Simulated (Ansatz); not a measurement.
# Alloy of GaAs and AlAs (6 of 48 Ga sites exchanged), 96 atoms

How does this alloy cell relax, and what gap do PBEsol and HSE06 give?

All numbers are computed with Ansatz 0.2.0 (PAW, plane waves).

### 1 The starting cell

96 atoms (6 Al, 42 Ga, 48 As); a = 11.972 Å, b = 13.824 Å, c = 13.143 Å, α = 90.00°, β = 90.00°, γ = 90.00°. All atoms were shaken off their sites by about 0.02 Å along each axis.

Plan of the steps: (2) PBEsol cell relaxation at the single k point (¼, ¼, ¼), on 1 × NVIDIA GB300 Max-Q with 8 threads of Arm Neoverse-V2; (3) HSE06 single point at the Γ point alone, on 1 × NVIDIA GB300 Max-Q with 8 threads of Arm Neoverse-V2.

### 2 Relaxing cell and atoms with PBEsol

Input file in.yaml:

```yaml
crystal:
  lattice:
    - [11.972236, 0.000000, 0.000000]
    - [-0.000002, 13.824350, 0.000000]
    - [0.000000, 0.000000, 13.142972]
  atoms:
    - { symbol: Al, position: [0.999107, 0.165547, 0.998984] }
    - { symbol: Al, position: [0.332479, 0.166363, 0.999794] }
    - { symbol: Al, position: [0.334905, 0.165002, 0.498387] }
    - { symbol: Al, position: [0.997688, 0.666819, 0.497173] }
    - { symbol: Al, position: [0.832145, 0.416303, 0.000552] }
    - { symbol: Al, position: [0.833689, 0.583402, 0.745740] }
    - { symbol: Ga, position: [0.000652, 0.167093, 0.501330] }
    - { symbol: Ga, position: [0.168482, 0.415683, 0.001871] }
    - { symbol: Ga, position: [0.169001, 0.416291, 0.500454] }
    - { symbol: Ga, position: [0.001231, 0.667178, 0.001036] }
    - { symbol: Ga, position: [0.666319, 0.167564, 0.002994] }
    - { symbol: Ga, position: [0.664760, 0.167205, 0.499584] }
    - { symbol: Ga, position: [0.503685, 0.416498, 0.997315] }
    - { symbol: Ga, position: [0.498449, 0.417309, 0.498955] }
    - { symbol: Ga, position: [0.334074, 0.666471, 0.997977] }
    - { symbol: Ga, position: [0.333352, 0.667177, 0.502751] }
    - { symbol: Ga, position: [0.165855, 0.917963, 0.002207] }
    - { symbol: Ga, position: [0.166892, 0.917992, 0.500011] }
    - { symbol: Ga, position: [0.835081, 0.418373, 0.498567] }
    - { symbol: Ga, position: [0.666810, 0.663241, 0.999831] }
    - { symbol: Ga, position: [0.665107, 0.665753, 0.501513] }
    - { symbol: Ga, position: [0.497559, 0.916546, 0.001012] }
    - { symbol: Ga, position: [0.502232, 0.915961, 0.499420] }
    - { symbol: Ga, position: [0.834018, 0.916142, 0.999478] }
    - { symbol: Ga, position: [0.836186, 0.915763, 0.499012] }
    - { symbol: Ga, position: [0.165961, 0.082031, 0.249318] }
    - { symbol: Ga, position: [0.165948, 0.085389, 0.747861] }
    - { symbol: Ga, position: [0.000523, 0.333030, 0.252613] }
    - { symbol: Ga, position: [0.999989, 0.333503, 0.748881] }
    - { symbol: Ga, position: [0.499693, 0.083682, 0.248956] }
    - { symbol: Ga, position: [0.499205, 0.082764, 0.749461] }
    - { symbol: Ga, position: [0.332759, 0.334627, 0.249909] }
    - { symbol: Ga, position: [0.333922, 0.335081, 0.750087] }
    - { symbol: Ga, position: [0.165113, 0.583270, 0.251932] }
    - { symbol: Ga, position: [0.166788, 0.580374, 0.750560] }
    - { symbol: Ga, position: [0.999364, 0.833594, 0.251220] }
    - { symbol: Ga, position: [0.002900, 0.833453, 0.750302] }
    - { symbol: Ga, position: [0.835205, 0.082511, 0.250056] }
    - { symbol: Ga, position: [0.834966, 0.084247, 0.752015] }
    - { symbol: Ga, position: [0.664324, 0.331812, 0.250387] }
    - { symbol: Ga, position: [0.665275, 0.336041, 0.752390] }
    - { symbol: Ga, position: [0.500594, 0.582365, 0.249627] }
    - { symbol: Ga, position: [0.501872, 0.584594, 0.750558] }
    - { symbol: Ga, position: [0.333449, 0.833644, 0.252547] }
    - { symbol: Ga, position: [0.334621, 0.833636, 0.750134] }
    - { symbol: Ga, position: [0.835439, 0.583134, 0.248189] }
    - { symbol: Ga, position: [0.664161, 0.834522, 0.250487] }
    - { symbol: Ga, position: [0.666320, 0.831885, 0.749182] }
    - { symbol: As, position: [0.999226, 0.167090, 0.187397] }
    - { symbol: As, position: [0.000313, 0.164146, 0.687265] }
    - { symbol: As, position: [0.332053, 0.164918, 0.188498] }
    - { symbol: As, position: [0.331129, 0.166647, 0.689739] }
    - { symbol: As, position: [0.168710, 0.416867, 0.185606] }
    - { symbol: As, position: [0.165962, 0.416750, 0.689544] }
    - { symbol: As, position: [0.000319, 0.668026, 0.187000] }
    - { symbol: As, position: [0.996434, 0.666555, 0.687028] }
    - { symbol: As, position: [0.667523, 0.169637, 0.186517] }
    - { symbol: As, position: [0.668116, 0.167964, 0.686752] }
    - { symbol: As, position: [0.501076, 0.415288, 0.184613] }
    - { symbol: As, position: [0.503189, 0.415295, 0.684176] }
    - { symbol: As, position: [0.333977, 0.668119, 0.185215] }
    - { symbol: As, position: [0.330826, 0.667572, 0.686727] }
    - { symbol: As, position: [0.165599, 0.917094, 0.186400] }
    - { symbol: As, position: [0.168813, 0.913946, 0.686537] }
    - { symbol: As, position: [0.835087, 0.415644, 0.187837] }
    - { symbol: As, position: [0.833249, 0.417454, 0.686660] }
    - { symbol: As, position: [0.662948, 0.668608, 0.184356] }
    - { symbol: As, position: [0.665838, 0.665821, 0.688977] }
    - { symbol: As, position: [0.502293, 0.915671, 0.186476] }
    - { symbol: As, position: [0.497857, 0.917741, 0.686434] }
    - { symbol: As, position: [0.831146, 0.916121, 0.187539] }
    - { symbol: As, position: [0.833739, 0.918586, 0.689108] }
    - { symbol: As, position: [0.167015, 0.083818, 0.436957] }
    - { symbol: As, position: [0.165387, 0.083774, 0.937248] }
    - { symbol: As, position: [0.002026, 0.331988, 0.438538] }
    - { symbol: As, position: [0.001225, 0.331915, 0.936976] }
    - { symbol: As, position: [0.503816, 0.084795, 0.438535] }
    - { symbol: As, position: [0.499743, 0.083404, 0.937000] }
    - { symbol: As, position: [0.333360, 0.332607, 0.436338] }
    - { symbol: As, position: [0.331182, 0.334671, 0.937528] }
    - { symbol: As, position: [0.167696, 0.583309, 0.434773] }
    - { symbol: As, position: [0.166473, 0.583695, 0.938935] }
    - { symbol: As, position: [0.000737, 0.832981, 0.439495] }
    - { symbol: As, position: [0.000695, 0.833951, 0.936822] }
    - { symbol: As, position: [0.834387, 0.083684, 0.436023] }
    - { symbol: As, position: [0.835781, 0.085370, 0.940141] }
    - { symbol: As, position: [0.667252, 0.333306, 0.436635] }
    - { symbol: As, position: [0.663806, 0.336344, 0.939825] }
    - { symbol: As, position: [0.501500, 0.583513, 0.436263] }
    - { symbol: As, position: [0.500462, 0.583129, 0.937753] }
    - { symbol: As, position: [0.334274, 0.832116, 0.436542] }
    - { symbol: As, position: [0.333306, 0.833589, 0.938219] }
    - { symbol: As, position: [0.829723, 0.581655, 0.438317] }
    - { symbol: As, position: [0.835597, 0.582689, 0.938001] }
    - { symbol: As, position: [0.667492, 0.832191, 0.435811] }
    - { symbol: As, position: [0.667793, 0.832360, 0.935023] }
  symmetry: { detect: false }
kpoints:
  mp_grid: { grid: [1, 1, 1], shift: [0.25, 0.25, 0.25] }
hamiltonian:
  xc: pbesol
scf:
  occupations: { method: fermi_dirac, width: 0.01 }
relax:
  f_tol: 0.03
  max_steps: 80
  escape_saddle: false
  adjacent_minimum: "off"
  cell: { fix: [alpha, beta, gamma] }
output:
  forces: true
  eigenvalues: true
  populations: true
```

Launch:

```sh
$ ansatz run in.yaml --threads 8 --pin off --max-ram 118750MiB --runs-dir r --events-out ev --progress --plain --backend cuda --devices 0,
```

The runs that follow: Single point with HSE06.

Before running it: what results should come out? Wanted: for each run, top filled to lowest empty.

As calculated:

| level | time | k points | top filled to lowest empty (eV) |
| --- | --- | --- | --- |
| PBEsol, relaxation | 17 s (GPU) | (¼, ¼, ¼) | 1.33 |
| HSE06 | 2.1 min (GPU) | Γ | 1.53 |

| quantity | value |
| --- | --- |
| relaxation | 5 recorded steps, 0.58 eV gained |
| largest shift | 0.07 Å (As88) |
| relaxed cell | a = 11.954 Å, b = 13.835 Å, c = 13.161 Å, α = 90.00°, β = 90.00°, γ = 90.00° |
| mean bonds | Al–As 2.454, As–Ga 2.451 Å |

**What this shows.** The relaxation lowers the energy by 0.58 eV; the largest shift is 0.07 Å (As88), while the volume changes by +0.1 %. The mean lengths differ by only 0.00 Å, over all coordinations together. The relaxation ran on other k points, so part of any difference from the later rows can come from the mesh. Spin–orbit coupling is left out, which matters for the band edges of the heavier elements here. With one k point the spacing samples only the states that fold onto it, so it can exceed the gap over the zone.
